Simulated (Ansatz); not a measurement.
# F2H6OSi: the cost of one run

All numbers below are computed with Ansatz 0.2.0 (RKS B3LYP-D4/def2-SVP).

### 1 The starting structure

Bond lengths: Si1–F2 2.003 Å, Si1–H3 1.484 Å, Si1–H4 1.450 Å, Si1–H5 1.458 Å, Si1–O7 2.064 Å, O7–H10 0.954 Å. Angles: F2–Si1–H3 171.9°, F2–Si1–H4 80.1°, F2–Si1–H5 79.3°, F2–Si1–O7 82.2°, H3–Si1–H4 103.0°, H3–Si1–H5 102.2°, H3–Si1–O7 89.7°, H4–Si1–H5 140.0°, H4–Si1–O7 104.3°, H5–Si1–O7 106.4°, Si1–O7–H10 108.9°.

As a file:

```xyz
10

Si   -0.7069    0.4714   -0.9067
F    -0.0136   -1.3866   -0.6220
H    -1.1292    1.8937   -0.9339
H     0.2555    0.3958   -1.9880
H    -1.9139   -0.1987   -0.4371
H     1.0466   -0.1955    1.1444
O     0.4378    0.8538    0.7677
H     0.7568   -1.6187    0.2640
F     1.4035   -1.3412    1.2331
H    -0.1367    1.1262    1.4784
```

### 2 A restrained relaxation towards end A

Springs on the bonds that form and break draw the guess towards this end; the thresholds are loose.

input.yaml

```yaml
crystal:
  periodic: [false, false, false]
  atoms:
    - { symbol: Si, position_ang: [-0.7069, 0.4714, -0.9067] }
    - { symbol: F, position_ang: [-0.0136, -1.3866, -0.622] }
    - { symbol: H, position_ang: [-1.1292, 1.8937, -0.9339] }
    - { symbol: H, position_ang: [0.2555, 0.3958, -1.988] }
    - { symbol: H, position_ang: [-1.9139, -0.1987, -0.4371] }
    - { symbol: H, position_ang: [1.0466, -0.1955, 1.1444] }
    - { symbol: O, position_ang: [0.4378, 0.8538, 0.7677] }
    - { symbol: H, position_ang: [0.7568, -1.6187, 0.264] }
    - { symbol: F, position_ang: [1.4035, -1.3412, 1.2331] }
    - { symbol: H, position_ang: [-0.1367, 1.1262, 1.4784] }
basis:
  gaussian: { orbitals: def2-SVP }
hamiltonian:
  xc: b3lyp
  dispersion: d4
relax:
  f_tol: 0.15
  max_steps: 25
  restrain:
    - { distance: [0, 6], at: 3.07, k: 30.0 }
    - { distance: [5, 8], at: 2.18, k: 30.0 }
    - { distance: [7, 1], at: 2.18, k: 30.0 }
    - { distance: [0, 1], at: 1.68, k: 30.0 }
    - { distance: [5, 6], at: 0.97, k: 30.0 }
    - { distance: [7, 8], at: 0.88, k: 30.0 }
```

Run with:

```sh
ansatz run input.yaml --threads 2 --pin off --max-ram 3072MiB --backend cpu --events-out ev --progress --plain --runs-dir out
```

**Question.** How long does this run take on 2 threads of Arm Neoverse V2, shared host, and how much memory does it need?

About 30 s, with a peak of 0.17 GiB.
